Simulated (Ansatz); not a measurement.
# Relaxation of Al2CuSe4

Wanted: the geometry at rest of Al2CuSe4 (a known structure type filled with other elements, at an estimated volume), relaxing cell and atoms, and its electronic structure there.

All numbers below are computed with Ansatz 0.2.0 (DFT, PBE, no spin polarisation, plane waves, PAW).

### 1 The system as given

It takes space group I-4 (No. 82, tetragonal). Conventional cell: a = 5.484 Å, b = 5.484 Å, c = 10.863 Å, α = 90.00°, β = 90.00°, γ = 90.00°. Cu (site symmetry -4) has 4 Se at 2.43 Å as nearest neighbours. Around Al (site symmetry -4) lie 4 Se at 2.37 Å. Around Se (site symmetry 1) lie 2 Al at 2.37 Å and 1 Cu at 2.43 Å.

The coordinates stand in the input below.

The first density is read from a saved solution for the starting cell.

### 2 The walk to rest

input.yaml

```yaml
crystal:
  lattice:
    - [0.0, 5.484295, 0.0]
    - [5.484295, 0.0, 0.0]
    - [2.742148, 2.742148, -5.431475]
  atoms:
    - { symbol: Cu, position: [0.0, 0.0, 0.0] }
    - { symbol: Al, position: [0.75, 0.25, 0.5] }
    - { symbol: Se, position: [0.38, 0.39, 0.74] }
    - { symbol: Se, position: [0.61, 0.12, 0.26] }
    - { symbol: Se, position: [0.88, 0.87, 0.74] }
    - { symbol: Se, position: [0.13, 0.62, 0.26] }
    - { symbol: Al, position: [0.5, 0.5, 0.0] }
  symmetry: { tolerance: 0.0003 }
kpoints:
  mp_grid: { grid: [5, 5, 5], shift: [0, 0, 0] }
magnetization:
  spin_polarized: false
scf:
  occupations: { method: fermi_dirac, width: 0.0125 }
  lower_state_search: "off"
hamiltonian:
  pseudopotentials: { kind: paw }
  xc: pbe
basis:
  ecutwfc: 420
  fft_grid_basis: typed
relax:
  max_steps: 80
  cell: { p_target: 0.0 }
  f_tol: 0.03
output:
  forces: true
  stress: true
  eigenvalues: true
  bader: true
  populations: true
  elf: true
  write_potential: true
  volumetric_format: npy
  dos:
    e_range: [-12, 8]
    de: 0.05
    projected: { site_lists: { Al: [Al], Cu: [Cu], Se: [Se] } }
  write_density: true
checkpoint:
  read: saved_state
```

Launch:

```console
ansatz run input.yaml --threads 2 --pin off --max-ram 2560MiB --backend cpu --events-out ev --progress --plain --runs-dir out
```

Log, shortened:

```text
Warning: checkpoint.read: basis.xc_grid differs: saved 1, current 2 (points along each axis for each point of the dense box; where the key is left out runs that use forces, runs that use the stress, dielectric runs by a finite field, finite-displacement phonons, runs of [...]
Warning: RAYON_NUM_THREADS=2 ignored (pool sized by the plan → 2); use --threads N
[...]
Pseudopotentials: kind: paw
Pseudopotential: Cu, paw, valence charge 19, recommended cutoff 420 eV (normal), Cu.paw.azcp
Pseudopotential: Al, paw, valence charge 3, recommended cutoff 420 eV (normal), Al.paw.azcp
Pseudopotential: Se, paw, valence charge 16, recommended cutoff 420 eV (normal), Se.paw.azcp
Functional definition: PBE
[...]
Crystal: 7 atoms, lattice volume = 163.365 Å³
Basis set: ecut = 420 eV, 3171 PW (Γ), exchange–correlation on 80×80×90 points (8 copies of the dense FFT grid, shifted against one another)
Bands: 54, of which v1, the nominal top of the filled ones, is band 45 counted from 1 (44 counted from 0)
Symmetry: 4 space group operations
Space group: I-4 (ITA 82), of the structure as read, at distance tolerance 1.6e-3 Å
k-points: 21 of 125 (time reversal used)
[...]
SCF iter   1: F=—  HF=-29580.627395 eV  |F-HF|=—  |Δ(HF+E_count)|=         —  Δρ=1.09e-3  dr2=1.96e-3  ethr=2.76e-6  ⟨swp⟩=3.1  Hψ=6717  notcnv=0
[...]
relax step   1: F+E_penalty+E_count = -29580.62813659 eV  Δ(F+E_penalty+E_count) = +0.000e0 eV  max|allowed force component| = 6.727e-1 eV/Å  Δτ_max = 0.0000 Å  P = +3.027 GPa  Ω = 163.365 Å³  (8 SCF iters, dr2 threshold 1.00e-7 eV, accepted)
[...]
relax step   2: F+E_penalty+E_count = -29580.74633899 eV  Δ(F+E_penalty+E_count) = -1.182e-1 eV  max|allowed force component| = 1.360e-1 eV/Å  Δτ_max = 0.0454 Å  P = +0.474 GPa  Ω = 167.551 Å³  energy of the carried Pulay correction = -6.908e-4 eV  (9 SCF iters, dr2 threshold 7.00e-7 eV, accepted)
[...]
relax step   3: F+E_penalty+E_count = -29580.75139799 eV  Δ(F+E_penalty+E_count) = -5.059e-3 eV  max|allowed force component| = 7.700e-3 eV/Å  Δτ_max = 0.0199 Å  P = +0.050 GPa  Ω = 167.534 Å³  energy of the carried Pulay correction = -6.881e-4 eV  (8 SCF iters, dr2 threshold 7.00e-7 eV, accepted)
[...]
SCF iter   5: F=—  HF=-29580.751478 eV  |F-HF|=—  |Δ(HF+E_count)|=   7.86e-7  Δρ=6.03e-5  dr2=5.82e-6  ethr=1.15e-8  ⟨swp⟩=1.0  Hψ=1134  notcnv=0
```

### 3 The output, continued

Output, continued:

```text
SCF iter   6: F=—  HF=-29580.751478 eV  |F-HF|=—  |Δ(HF+E_count)|=   7.63e-8  Δρ=5.06e-5  dr2=3.22e-6  ethr=6.54e-9  ⟨swp⟩=1.0  Hψ=1134  notcnv=0
SCF iter   7: F=—  HF=-29580.751477 eV  |F-HF|=—  |Δ(HF+E_count)|=   4.29e-7  Δρ=4.85e-6  dr2=3.44e-8  ethr=3.62e-9  ⟨swp⟩=2.0  Hψ=1362  notcnv=0
SCF iter   8: F=-29580.751477 eV  HF=-29580.751477 eV  |F-HF|=1.21e-9  |Δ(HF+E_count)|=   1.56e-8  Δρ=1.33e-6  dr2=1.68e-9  ethr=2.60e-11  ⟨swp⟩=7.7  Hψ=6813  notcnv=0
SCF 4 converged in 8 iterations: F = -29580.751477 eV  dr2 = 1.68e-9
relax step   4: F+E_penalty+E_count = -29580.75147710 eV  Δ(F+E_penalty+E_count) = -7.911e-5 eV  max|allowed force component| = 2.074e-3 eV/Å  Δτ_max = 0.0034 Å  P = -0.013 GPa  Ω = 167.879 Å³  energy of the carried Pulay correction = -7.442e-4 eV  (8 SCF iters, dr2 threshold 2.31e-8 eV, accepted)
Initial wavefunctions: pseudopotential atomic-orbital guess (no wavefunctions were taken with the density)
iter 1 solved again at ethr=1.48e-7 eV; its pass at ethr=3.10e-3 eV (dr2=1.32e-4 eV) is discarded
SCF iter   1: F=—  HF=-29580.740354 eV  |F-HF|=—  |Δ(HF+E_count)|=         —  Δρ=5.60e-4  dr2=1.40e-5  ethr=1.48e-7  ⟨swp⟩=3.0  Hψ=7350  notcnv=0
preconditioner: auto → LDOS  [metal: Δε(μ)=0.029 eV  Ē_g=9.115 eV  σ=0.013 eV  W_gap=0.48  n_scr=36 (ndim 8)  ℏωp=18.4 eV  f_vac=0.043  D(μ)=8.87/eV (n_scr^D=84)  β→1.0]
SCF iter   2: F=—  HF=-29580.752218 eV  |F-HF|=—  |Δ(HF+E_count)|=   1.19e-2  Δρ=5.02e-5  dr2=4.12e-6  ethr=1.57e-8  ⟨swp⟩=2.0  Hψ=1740  notcnv=0
SCF iter   3: F=—  HF=-29580.752224 eV  |F-HF|=—  |Δ(HF+E_count)|=   5.75e-6  Δρ=1.39e-5  dr2=5.83e-7  ethr=4.63e-9  ⟨swp⟩=2.0  Hψ=1463  notcnv=0
SCF iter   4: F=—  HF=-29580.752225 eV  |F-HF|=—  |Δ(HF+E_count)|=   1.33e-6  Δρ=4.68e-5  dr2=2.41e-6  ethr=6.55e-10  ⟨swp⟩=2.0  Hψ=2071  notcnv=0  recentre
SCF iter   5: F=—  HF=-29580.752225 eV  |F-HF|=—  |Δ(HF+E_count)|=   3.83e-7  Δρ=2.25e-5  dr2=7.07e-7  ethr=6.55e-10  ⟨swp⟩=2.0  Hψ=2067  notcnv=0
SCF iter   6: F=—  HF=-29580.752225 eV  |F-HF|=—  |Δ(HF+E_count)|=   4.44e-8  Δρ=1.96e-5  dr2=5.09e-7  ethr=6.55e-10  ⟨swp⟩=1.0  Hψ=1134  notcnv=0
SCF iter   7: F=—  HF=-29580.752225 eV  |F-HF|=—  |Δ(HF+E_count)|=   5.41e-9  Δρ=6.71e-6  dr2=6.94e-8  ethr=5.72e-10  ⟨swp⟩=2.0  Hψ=1220  notcnv=0
SCF iter   8: F=—  HF=-29580.752225 eV  |F-HF|=—  |Δ(HF+E_count)|=   4.04e-8  Δρ=1.08e-6  dr2=1.41e-9  ethr=7.79e-11  ⟨swp⟩=2.0  Hψ=1292  notcnv=0
SCF iter   9: F=—  HF=-29580.752225 eV  |F-HF|=—  |Δ(HF+E_count)|=   6.21e-9  Δρ=2.80e-7  dr2=8.04e-11  ethr=1.58e-12  ⟨swp⟩=2.0  Hψ=1563  notcnv=0
SCF iter  10: F=-29580.752225 eV  HF=-29580.752225 eV  |F-HF|=2.18e-11  |Δ(HF+E_count)|=  5.20e-10  Δρ=8.99e-8  dr2=1.34e-11  ethr=1.00e-12  ⟨swp⟩=5.4  Hψ=4891  notcnv=0
SCF 5 converged in 10 iterations: F = -29580.752225 eV  dr2 = 1.34e-11
relax step   5: F+E_penalty+E_count = -29580.75222471 eV  Δ(F+E_penalty+E_count) = -7.476e-4 eV  max|allowed force component| = 2.055e-3 eV/Å  Δτ_max = 0.0000 Å  P = -0.012 GPa  Ω = 167.879 Å³  stress off target by 2.24e-2 GPa  SCF on the basis re-selected at this cell (its energy is not comparable with the rows above)  (10 SCF iters)
basis re-selected at this cell: Δ(F+E_penalty+E_count) = -7.476e-4 eV, ΔP = +0.001 GPa vs the last step (what re-selecting the basis moved, of the pressure what is left beyond the Pulay correction that the steps carried, after the strain that the cell walked since its last selection, with what the two solves' SCF thresholds leave and, on support functions, any second-order correction that the steps lacked; it is no measure of the basis error at this ecutwfc). This SCF's stress stands 2.24e-2 GPa from its target on what of the cell is left free (relax.cell.stress_tol is 5.00e-2 GPa) and its largest allowed force component is 2.05e-3 eV/Å (relax.f_tol is 3.00e-2 eV/Å): within both
SCF converged after 10 iterations
Free energy (F): -29580.752225 eV
Harris-Foulkes:  -29580.752225 eV  (|F-HF|=2.18e-11)
Internal energy: -29580.747339 eV  (E = F + TS)
E sigma→0 (E₀):  -29580.749782 eV
Entropy (-TS):   -0.004885 eV (-0.698 meV/atom)
Fermi energy:    6.105538 eV
--- Per-component energies (eV) ---
  E_band       = -2143.380031
  E_kinetic    = 817.642211
  E_local      = -17056.588546  (includes V_loc(G=0)·N_el)
  E_nonlocal   = -1968.447560
  E_hartree    = 8108.404587
  E_xc         = -583.918020
  E_vxc        = -563.557808  (∫ρ·V_xc dr)
  E_paw        = -10246.035822  (= ΣΔE_a)
  E_vpaw       = 410.764928  (= ΣTr[D̂ρ^β])
  E_aug_tail   = -0.002035  (compensation charges beyond the density's cutoff)
  E_ewald      = -8651.802155
  E_smearing   = -0.004885  (= −TS)
  E_closure    = 0.000000  (closes the sum)
  Σ components = -29580.752225   (vs F -29580.752225, Δ=0.00e0)
--- Forces (eV/Å), atoms counted from 1 ---
  atom   1  Cu     0.00000000    -0.00000000    -0.00000000
  atom   2  Al    -0.00000000    -0.00000000     0.00000000
  atom   3  Se    -0.00005802    -0.00008417     0.00205463
  atom   4  Se    -0.00008417     0.00005802    -0.00205463
  atom   5  Se     0.00005802     0.00008417     0.00205463
  atom   6  Se     0.00008417    -0.00005802    -0.00205463
  atom   7  Al    -0.00000000    -0.00000000     0.00000000
  max |Σ_I F_I| component: 4.66e-18 eV/Å
--- Stress (GPa, compression-positive) ---
       -0.022436      -0.000004      -0.000000
        0.000004      -0.022436      -0.000000
       -0.000000      -0.000000       0.009918
  P = ⅓ Tr σ = -0.0117 GPa (-0.117 kbar)
--- Band table (eV; the first three rows and the last of 21) ---
  k-point 0: bands = ["-105.5140", "-62.9020", "-62.8967", "-62.8967", "-40.7325", "-40.7324", "-40.7322", "-40.7322", "-40.7315", "-40.7315", "-40.7313", "-40.7313", "-40.6909", "-40.6907", "-40.6907", "-40.6907", "-40.6745", "-40.6745", "-40.6743", "-40.6743", "-40.6652", "-40.6651", "-40.6650", "-40.6650", "-7.1613", "-5.8670", "-5.8670", "-5.8425", "0.4587", "1.5850", "2.5091", "2.8259", "2.9671", "3.0289", "3.0289", "3.5101", "3.5101", "4.0014", "4.4136", "4.6553", "4.6553", "4.8196", "6.2999", "6.3348", "6.3348", "8.4548", "8.9506", "9.7613", "11.1388", "11.1388", "11.9400", "12.0333", "12.0333", "12.3387"]
  k-point 1: bands = ["-105.5140", "-62.9020", "-62.8967", "-62.8967", "-40.7325", "-40.7324", "-40.7322", "-40.7322", "-40.7315", "-40.7314", "-40.7313", "-40.7313", "-40.6908", "-40.6907", "-40.6907", "-40.6907", "-40.6746", "-40.6744", "-40.6743", "-40.6743", "-40.6653", "-40.6650", "-40.6650", "-40.6650", "-7.0582", "-6.0000", "-5.8719", "-5.8719", "0.5747", "1.3334", "2.5571", "2.8638", "3.1209", "3.1209", "3.4820", "3.5158", "3.5158", "3.9220", "4.4225", "4.7835", "4.7853", "4.7853", "5.8113", "6.1335", "6.1335", "8.9826", "9.4389", "9.8092", "10.1157", "10.1157", "10.8642", "11.5507", "12.6570", "12.6570"]
  k-point 2: bands = ["-105.5140", "-62.9020", "-62.8967", "-62.8967", "-40.7326", "-40.7324", "-40.7322", "-40.7322", "-40.7315", "-40.7314", "-40.7313", "-40.7313", "-40.6908", "-40.6907", "-40.6907", "-40.6907", "-40.6747", "-40.6743", "-40.6743", "-40.6743", "-40.6654", "-40.6650", "-40.6650", "-40.6649", "-6.7709", "-6.3715", "-5.8798", "-5.8798", "0.7563", "1.0544", "2.7090", "3.1441", "3.2339", "3.2339", "3.5675", "3.6042", "3.6042", "4.1555", "4.4144", "4.6375", "4.9919", "4.9919", "5.4678", "5.8301", "5.8301", "9.0728", "9.0728", "9.4860", "9.5292", "9.8881", "10.6469", "10.8750", "12.1620", "13.6793"]
  k-point 20: bands = ["-105.5140", "-62.9020", "-62.8967", "-62.8967", "-40.7324", "-40.7323", "-40.7323", "-40.7322", "-40.7315", "-40.7314", "-40.7314", "-40.7313", "-40.6908", "-40.6907", "-40.6907", "-40.6907", "-40.6745", "-40.6744", "-40.6743", "-40.6743", "-40.6651", "-40.6651", "-40.6650", "-40.6650", "-6.5155", "-6.1988", "-6.1406", "-6.0031", "0.6095", "0.8381", "1.9080", "2.6270", "2.6778", "3.4943", "3.5274", "3.6700", "3.8879", "4.0214", "4.5203", "4.8319", "5.2354", "5.4320", "5.5774", "6.0203", "6.1971", "9.4663", "9.5942", "10.3391", "11.2330", "11.3906", "11.7692", "12.1371", "12.4678", "12.7716"]
--- Relaxed structure (4 steps of the walk, 4 accepted, 1 SCFs on fresh bases) ---
  F+E_penalty+E_count = -29580.75222471 eV   max|allowed force component| = 2.055e-3 eV/Å   (the final SCF, on the basis selected at the relaxed cell)
  cell:  # Å, volume = 167.8785 Å³
    - [-5.873425654763136e-15, 5.546688468443385, 2.5530304691933955e-7]
    - [5.546688468443385, -5.873425673240164e-15, 2.55303046922046e-7]
    - [2.7733444853813207, 2.7733444853813207, -5.456668769603315]
  atoms:
    - { symbol: Cu, position: [1.3556034321950896e-19, -9.037356389640861e-20, 2.1000832764875634e-27] }
    - { symbol: Al, position: [0.75, 0.25000000000000006, 0.5] }
    - { symbol: Se, position: [0.3689369564025801, 0.39053504469948536, 0.7394663252377] }
    - { symbol: Se, position: [0.6094649553005147, 0.10840328164027982, 0.26053367476230027] }
    - { symbol: Se, position: [0.89159671835972, 0.8699986300628151, 0.7394663252376996] }
    - { symbol: Se, position: [0.13000136993718492, 0.63106304359742, 0.2605336747623002] }
    - { symbol: Al, position: [0.5, 0.5, 0.0] }
--- Löwdin populations: 7 sites ---
  site symbol       q [e]
     0     Cu     18.3171
     1     Al      2.5316
     2     Se     16.3134
     3     Se     16.3134
     4     Se     16.3134
     5     Se     16.3134
     6     Al      2.5235
  spilling = 0.004203 (of n_electrons = 89.000000)
--- Bader charges: 7 sites ---
  site symbol  charge [e]  shift [e]
     0     Cu      0.4327     0.0019
     1     Al      2.0830     0.0006
     2     Se     -1.1494     0.0002
     3     Se     -1.1494     0.0002
     4     Se     -1.1494     0.0002
     5     Se     -1.1494     0.0002
     6     Al      2.0820     0.0006
  estimated error of the sums over rays = 4.9e-4 e
```

It took 1.9 min on 2 threads of an Arm CPU, shared host; peak memory 0.52 GiB.

Step by step:

| step | energy from step 1 (eV/cell) | largest force component (eV/Å) | pressure (GPa) | volume (Å³) |
| --- | --- | --- | --- | --- |
| 1 | 0.0000 | 0.6727 | 3.03 | 163.37 |
| 2 | -0.1182 | 0.1360 | 0.47 | 167.55 |
| 3 | -0.1233 | 0.0077 | 0.05 | 167.53 |
| 4 | -0.1233 | 0.0021 | -0.01 | 167.88 |
| 5 | -0.1241 | 0.0021 | -0.01 | 167.88 |

Step 1 is the start. Step 5 repeats the geometry before on a plane-wave basis chosen anew for that cell, so the energy can jump there without any move; such jumps are left out of the energy gained.

| input's cell | before | after | change |
| --- | --- | --- | --- |
| a (Å) | 5.484 | 5.547 | +1.1 % |
| b (Å) | 5.484 | 5.547 | +1.1 % |
| c (Å) | 6.674 | 6.720 | +0.7 % |
| α (°) | 65.74 | 65.63 | -0.11° |
| β (°) | 65.74 | 65.63 | -0.11° |
| volume (Å³/atom) | 23.34 | 23.98 | +2.8 % |

The largest move, 0.06 Å, apart from the change of the cell, is shared by several atoms, Se4 among them.

### 4 Total and projected density of states

Counts of states in windows (eV from the Fermi level; tetrahedra), total and projected:

| from | to | total | Al s | Al p | Cu d | Se p |
| --- | --- | --- | --- | --- | --- | --- |
| -4.5 | -4.0 | 0.75 | 0.01 | 0.11 | 0.02 | 0.48 |
| -4.0 | -3.5 | 1.71 | 0.02 | 0.27 | 0.11 | 1.15 |
| -3.5 | -3.0 | 3.25 | 0.04 | 0.46 | 0.49 | 2.10 |
| -3.0 | -2.5 | 5.19 | 0.03 | 0.42 | 1.74 | 2.84 |
| -2.5 | -2.0 | 4.21 | 0.02 | 0.24 | 1.70 | 2.17 |
| -2.0 | -1.5 | 4.06 | 0.04 | 0.24 | 2.00 | 1.66 |
| -1.5 | -1.0 | 3.25 | 0.03 | 0.17 | 1.34 | 1.59 |
| -1.0 | -0.5 | 3.07 | 0.02 | 0.14 | 1.10 | 1.68 |
| -0.5 | 0.0 | 3.25 | 0.02 | 0.10 | 0.96 | 2.05 |
| 0.0 | 0.5 | 1.27 | 0.01 | 0.03 | 0.29 | 0.92 |
| 0.5 | 1.0 | 0.00 | 0.00 | 0.00 | 0.00 | 0.00 |
| 1.0 | 1.5 | 0.00 | 0.00 | 0.00 | 0.00 | 0.00 |
| 1.5 | 2.0 | 0.00 | 0.00 | 0.00 | 0.00 | 0.00 |
| 2.0 | 2.5 | 0.00 | 0.00 | 0.00 | 0.00 | 0.00 |
| 2.5 | 3.0 | 0.03 | 0.01 | 0.01 | 0.00 | 0.01 |
| 3.0 | 3.5 | 1.12 | 0.24 | 0.36 | 0.01 | 0.22 |

### 5 Atomic charges

Gathered by element (positive charge: electrons given up):

| element | atoms | Bader charge (e) | Bader volume (Å³) | Löwdin charge (e) |
| --- | --- | --- | --- | --- |
| Cu | 1 | +0.43 | 15.6 | +0.68 |
| Al | 2 | +2.08 | 7.4 | +0.47 to +0.48 |
| Se | 4 | -1.15 | 34.4 | -0.31 |

Löwdin charges rest on a small set of atomic orbitals that misses 0.4 % of the electrons, so they need not add up to the cell's charge and can differ from Bader's even in sign.

### 6 Real-space fields

Maps in the plane spanned by a and b at height 0.000 along c (axes of the input's cell), one cell: a runs left to right (17 points from zero), b bottom to top (17 points), 90° apart. Near the nuclei they are pseudo-fields.

Valence density. Ten steps from '0' (0.02 e/Å³) to '9' (70.40 e/Å³), finer at the low end (step k begins (100^(k/10) - 1)/99 of the way up):
```
76200000000000026
32100000000000012
00000000000000000
00000000000000000
00000000000000000
00000000000000000
00000000000000000
00000000000000000
00000000000000000
00000000000000000
00000000000000000
00000000000000000
00000000000000000
00000000000000000
32100000000000012
76200000000000026
97300000000000037
```

ELF. Ten even steps from '0' (0.01) to '9' (0.93):
```
74211100000011124
22112210000222112
11134431002344311
11245543223555421
11245665335665421
00235676336764310
00023562002653100
00002330110332000
00002330110332000
00013562002653200
00134676336765320
11245665335665421
11245553223455421
11134432001344311
22112220000122112
74211100000011124
97211100000011127
```

Atoms within 0.2 Å of the plane, in fractions of a and b: Cu at (0.00, 1.00), Al at (0.50, 0.50).

At the density minimum on each short contact:

| contact | length (Å) | minimum at (fraction) | density (e/Å³) | ELF |
| --- | --- | --- | --- | --- |
| Se3–Al7 | 2.427 | no inner minimum | – | – |

### 7 Results

| quantity | value |
| --- | --- |
| moves | 3 |
| energy gained | 17.6 meV/atom |
| largest move | 0.06 Å (Se) |
| space group (0.01 Å), before / after | I-4 / I-4 |
| cell | a = 5.547 Å, b = 5.547 Å, c = 6.720 Å, α = 65.63°, β = 65.63°, γ = 90.00° |
| volume | 23.98 Å³/atom (+2.8 %) |
| pressure at the end | -0.01 GPa |
| formation energy (elements from separate runs) | -0.61 eV/atom |
| character | metal |
| density of states, mean within 0.25 eV of the Fermi level | 6.5 per eV per cell |
| Bader charges | Cu +0.43, Al +2.08, Se -1.15 e |

The volume grew by 2.8 %, and the largest move of an atom is 0.06 Å apart from the change of the cell; the energy fell by 17.6 meV per atom. The run held to 4 symmetry operations, so a lower structure without them is not ruled out. It is a metal; within 0.25 eV of the Fermi level the density of states averages 6.5 per eV per cell, mostly Se p (69 %) and Cu d (25 %). By Bader's partition Al gives up most (+2.08 e) and Se takes most (-1.15 e). Against the elements' reference phases (Cu fcc, Al fcc, Se trigonal (grey) selenium; separate runs with the same functional) the formation energy is -0.61 eV per atom, a bound cell by that test.

Caveats: an odd count of electrons without spin polarisation forces a partly filled band.
